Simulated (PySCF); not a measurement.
# C4H6N2O2S2Zr (Zr(NCS)2(OMe)2): the cost of one run

Computed with PySCF 2.14.0, with density-fitted response routines of our own, on a single molecule in the gas phase. Atoms count from 0, in the outputs and in this text.

## Step 1: Starting geometry

17 atoms, charge 0, multiplicity 1; geometry from: GFN2-xTB. The atoms were then displaced at random by about 0.03 Å, so the start is not that level's minimum.

Bonds of the start (Å): Zr0–N1 2.05, Zr0–N4 2.00, Zr0–O7 1.96, Zr0–O12 1.87, N1–C2 1.20, C2–S3 1.52, N4–C5 1.20, C5–S6 1.57, O7–C8 1.39, C8–H9 1.09, C8–H10 1.10, C8–H11 1.15, O12–C13 1.46, C13–H14 1.15, C13–H15 1.06, C13–H16 1.05.

## Step 2: Geometry optimisation at PBE0-D3(BJ)/def2-SVP

The job: settings as JSON, then the geometry in Å.

```
{"job": {"xc": "PBE0", "basis": "def2-SVP", "d3": "d3bj", "grid": 1, "maxiter": 40, "shake": 0.03, "kind": "geom"}, "charge": 0, "multiplicity": 1}
Zr    -0.053510    -0.065830    -0.055190
N     -0.173470     0.214020     1.968580
C     -0.694020    -0.538170     2.745700
S     -1.112420    -1.457300     3.876410
N      1.834210    -0.134680    -0.710500
C      2.349300     0.574970    -1.531650
S      3.166800     1.390090    -2.595690
O     -0.921170     1.486620    -0.885660
C     -0.301460     2.720590    -0.748310
H      0.244920     2.799570     0.188530
H     -1.055920     3.510690    -0.850250
H      0.427700     2.804630    -1.630340
O     -1.106900    -1.504940    -0.632820
C     -0.755950    -2.710990     0.107010
H      0.355960    -2.762540     0.382510
H     -0.896990    -3.539300    -0.546040
H     -1.335620    -2.788010     0.977950
```

The run is started by

```sh
OMP_NUM_THREADS=1 python probes_run.py task.json out
```

One launch serves the whole session: the jobs run in the order shown.

**Question.** How long does this first job take on 1 thread of AMD EPYC, shared host, and how much memory does it need?

About 34 min, with a peak of 1.2 GiB.
